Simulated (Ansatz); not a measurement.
A first try at a scan of one input key of MnIr, space group R-3m, using Ansatz's Python interface.

`mnir_edit.py`
```python
# -*- coding: utf-8 -*-
"""Editing single keys of the input for MnIr."""

import ansatz as az
import pandas as pd
from pymatgen.core import Lattice, Structure
from pymatgen.io.ase import AseAtomsAdaptor


def main():
    pmg_structure = Structure(
        Lattice([(1.3246, 0.76476, 4.23986), (-1.3246, 0.76476, 4.23986), (0.0, -1.52951, 4.23986)]),
        ["Mn", "Ir"],
        [
            (0.5, 0.5, 0.5),
            (0.0, 0.0, 0.0),
        ],
    )
    cell = az.Crystal.from_ase(AseAtomsAdaptor.get_atoms(pmg_structure)).moments(Mn=2.8)

    model = (
        cell.calculation()
        .functional("lda")
        .basis(550)
        .kpoints(10)
        .occupations("Fermi-Dirac")
        .spin("collinear")
        .band_table()
    )
    typed = model.input()
    rows = []
    for value in [1, 2, 3]:
        edited = typed.set(az.key.basis.xc_grid, value)
        summary = az.Session.from_dict(edited).plan().execute().report
        rows.append((value, summary["etot"], summary["n_iterations"], len(summary["eigenvalues_ev"][0]) if "eigenvalues_ev" in summary else 0))
    print(pd.DataFrame(rows, columns=["xc grid", "F eV", "iterations", "bands listed"]).round(4).to_string(index=False))


if __name__ == "__main__":
    main()
```

```console
$ python mnir_edit.py
Traceback (most recent call last):
  File "mnir_edit.py", line 40, in <module>
    main()
    ~~~~^^
  File "mnir_edit.py", line 35, in main
    rows.append((value, summary["etot"], summary["n_iterations"], len(summary["eigenvalues_ev"][0]) if "eigenvalues_ev" in summary else 0))
                        ~~~~~~~^^^^^^^^
KeyError: 'etot'
```

What is wrong, and how is it mended?

The fault: the report has no such key (the free energy stands under free_energy_ev). Mended:

```diff
--- before
+++ after
@@ -34,3 +34,3 @@
         summary = az.Session.from_dict(edited).plan().execute().report
-        rows.append((value, summary["etot"], summary["n_iterations"], len(summary["eigenvalues_ev"][0]) if "eigenvalues_ev" in summary else 0))
+        rows.append((value, summary["free_energy_ev"], summary["n_iterations"], len(summary["eigenvalues_ev"][0]) if "eigenvalues_ev" in summary else 0))
     print(pd.DataFrame(rows, columns=["xc grid", "F eV", "iterations", "bands listed"]).round(4).to_string(index=False))
```

After the fix:

```console
$ python mnir_edit.py
 xc grid        F eV  iterations  bands listed
       1 -15504.7684          13            22
       2 -15504.7684          13            22
       3 -15504.7684          13            22
```

Reading the output:
- Absolute energies stand on the zero of these potentials, so only differences at equal settings mean something. A total without «per atom» is that of the cell as typed.
- Other magnetic orders than the one started from may lie lower.
- The mesh is modest for a metal, so energies can be off by several to tens of meV an atom and pressures by half a GPa or more; differences at equal mesh fare better.
- Spin-orbit coupling, which matters for elements this heavy, is left out.
- The structure comes from a database of computed cells and needn't be a stable or known phase.
- Run time: 58 s on 1 thread of Intel(R) Xeon(R) Platinum 8488C (Sapphire Rapids), on a shared host, peak memory 0.64 GiB.

(A comment or docstring line of the script was reworded after the run, the code is as it ran; lines on the test bed's own set-up are left out of the output.)
